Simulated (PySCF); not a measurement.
# InHCl (SMILES [Cl][InH]) at UB2PLYP/STO-6G

What is the vertical doublet–quartet gap of InHCl at UB2PLYP/STO-6G? Input form: a Python script.

The calculation is run with PySCF 2.14.0.

9 further runs of the same task are left out: 9 set aside as unsound or not needed.

## 1. The system as given

InHCl: 3 atoms, total charge 0, spin state doublet. As SMILES, `[Cl][InH]`. The shape is that of a PBE0-D4/def2-TZVP optimisation.

Bond lengths: Cl1–In2 2.365 Å, In2–H3 1.773 Å. Angles: Cl1–In2–H3 115.3°.

## 2. A single-point energy at UB2PLYP/STO-6G

File geometry.xyz:

```xyz
3

Cl    -1.649800     0.396800    -0.867400
In     0.409500     0.542400     0.286100
H      1.229400    -1.003900     0.568100
```

File run.py:

```python
from pyscf import gto, dft, mp

mol = gto.Mole()
mol.atom = 'geometry.xyz'
mol.spin = 1
mol.verbose = 4
mol.basis = 'sto-6g'
mol.charge = 0
mol.max_memory = 1860
mol.build()

mf = dft.UKS(mol, xc='0.53*HF + 0.47*B88, 0.73*LYP')
mf.grids.level = 5
mf.conv_tol = 1e-10
mf.kernel()
if not mf.converged:
    mf = mf.newton().run(mf.mo_coeff, mf.mo_occ)

pt = mp.MP2(mf, frozen=23).run()
e_tot = mf.e_tot + 0.27 * pt.e_corr
print('PT2 part  %.8f' % (0.27 * pt.e_corr))
print('E(%s) = %.9f' % ('B2PLYP', e_tot))
```

Launch:

```console
OMP_NUM_THREADS=1 python run.py
```

Output:

```text
PySCF version 2.14.0

[INPUT] num. atoms = 3
[INPUT] num. electrons = 67
[INPUT] charge = 0
[INPUT] spin (= nelec alpha-beta = 2S) = 1
[INPUT] symmetry False subgroup None
[INPUT] Mole.unit = angstrom
[INPUT] Symbol           X                Y                Z      unit          X                Y                Z       unit  Magmom
[INPUT]  1 Cl    -1.649800000000   0.396800000000  -0.867400000000 AA   -3.117670160307   0.749843326227  -1.639148440448 Bohr   0.0
[INPUT]  2 In     0.409500000000   0.542400000000   0.286100000000 AA    0.773842848009   1.024987449964   0.540650644238 Bohr   0.0
[INPUT]  3 H      1.229400000000  -1.003900000000   0.568100000000 AA    2.323229297540  -1.897096056451   1.073553411365 Bohr   0.0

nuclear repulsion = 203.589380878798
number of shells = 17
number of NR pGTOs = 222
number of NR cGTOs = 37
basis = sto-6g
ecp = {}

[... 36 lines left out ...]
WARN: HOMO -0.427478507570019 >= LUMO -0.427478507570046
[... 42 lines left out ...]
converged SCF energy = -6173.30075622473  <S^2> = 0.75274515  2S+1 = 2.0027433
[... 1 line left out ...]
******** <class 'pyscf.mp.ump2.UMP2'> ********
nocc = (np.int64(11), np.int64(10)), nmo = (14, 14)
frozen orbitals 23
E(UMP2) = -6173.33188523918  E_corr = -0.0311290144571373
E(SCS-UMP2) = -6173.33545152946  E_corr = -0.0346953047377557
E_corr(same-spin) = -0.00306866839708736
E_corr(oppo-spin) = -0.0280603460600499
PT2 part  -0.00840483
E(B2PLYP) = -6173.309161059
```

Wall time 9 s (1 thread of Arm Neoverse V1, shared host); peak memory 0.27 GiB.

## 3. The quartet, same level

File calc.py:

```python
from pyscf import gto, dft, mp

mol = gto.M(
    atom='''
Cl    -3.117670     0.749843    -1.639148
In     0.773843     1.024987     0.540651
H      2.323229    -1.897096     1.073553
''',
    max_memory=1860,
    unit='bohr',
    spin=3,
    basis='sto-6g',
    verbose=3,
)

myscf = dft.UKS(mol)
myscf.xc = '0.53*HF + 0.47*B88, 0.73*LYP'
myscf.grids.level = 5
myscf.conv_tol = 1e-10
myscf.kernel()
if not myscf.converged:
    myscf = myscf.newton().run(myscf.mo_coeff, myscf.mo_occ)

pt = mp.MP2(myscf, frozen=23).run()
etot = myscf.e_tot + 0.27 * pt.e_corr
print('PT2 part  %.8f' % (0.27 * pt.e_corr))
print('Final energy', etot)
```

Launch:

```console
OMP_NUM_THREADS=1 python calc.py
```

Output:

```text
WARN: HOMO -0.313833457647616 >= LUMO -0.63909119304251

WARN: HOMO -0.0096957417481694 >= LUMO -0.122454167770475

WARN: HOMO -0.0706543798685679 >= LUMO -0.125987532346191

WARN: HOMO -0.0684075192350008 >= LUMO -0.11540482683905

WARN: HOMO -0.0707078628900067 >= LUMO -0.115341797144137

WARN: HOMO -0.0727186127602928 >= LUMO -0.116524750998863

WARN: HOMO -0.0742270761399726 >= LUMO -0.115953370391415

WARN: HOMO -0.074151747142192 >= LUMO -0.116138444126126

WARN: HOMO -0.0741531437772888 >= LUMO -0.116050159451554

WARN: HOMO -0.07412829724737 >= LUMO -0.11603795507192

WARN: HOMO -0.074158449009891 >= LUMO -0.11605012221956

WARN: HOMO -0.0741631623364755 >= LUMO -0.116064549448848

WARN: HOMO -0.0741630724856509 >= LUMO -0.116063718019462

WARN: HOMO -0.0741607097436147 >= LUMO -0.11606325460836

WARN: HOMO -0.0741603661520781 >= LUMO -0.116062857123353

WARN: HOMO -0.0741605112970176 >= LUMO -0.116062855016431

converged SCF energy = -6173.11026058888  <S^2> = 3.7591133  2S+1 = 4.0045541
E(UMP2) = -6173.14587676272  E_corr = -0.0356161738358549
E(SCS-UMP2) = -6173.14803724214  E_corr = -0.0377766532531833
PT2 part  -0.00961637
Final energy -6173.1198769558205
```

It took 11 s on 1 thread of Arm Neoverse V1, shared host; peak memory 0.27 GiB.

## 4. Results

At UB2PLYP/STO-6G, 23 core orbitals frozen:

```
                                                         quantity           value
                                            doublet: total energy  -6173.30916 Eh
                                doublet: dipole moment (SCF part)          3.67 D
doublet: HOMO energy (SCF part's orbitals) (highest over α and β)        -4.02 eV
 doublet: LUMO energy (SCF part's orbitals) (lowest over α and β)         1.69 eV
                                                    doublet: ⟨S²⟩           0.753
                                            quartet: total energy  -6173.11988 Eh
                                quartet: dipole moment (SCF part)          3.02 D
quartet: HOMO energy (SCF part's orbitals) (highest over α and β)        -2.02 eV
                                                    quartet: ⟨S²⟩           3.759
                 vertical energy of the quartet above the doublet        5.151 eV
```

At this shape the quartet lies 5.15 eV (497 kJ/mol) above the doublet. In a minimal basis such a difference can be off by several eV, whatever the method. Mulliken charges (doublet) run from -0.46 on Cl1 to +0.63 on In2; they depend strongly on the basis. Relativity is left out (doublet) although the molecule holds a heavy atom. Mulliken charges (quartet) run from -0.32 on Cl1 to +0.36 on In2; they depend strongly on the basis. Relativity is left out (quartet) although the molecule holds a heavy atom.
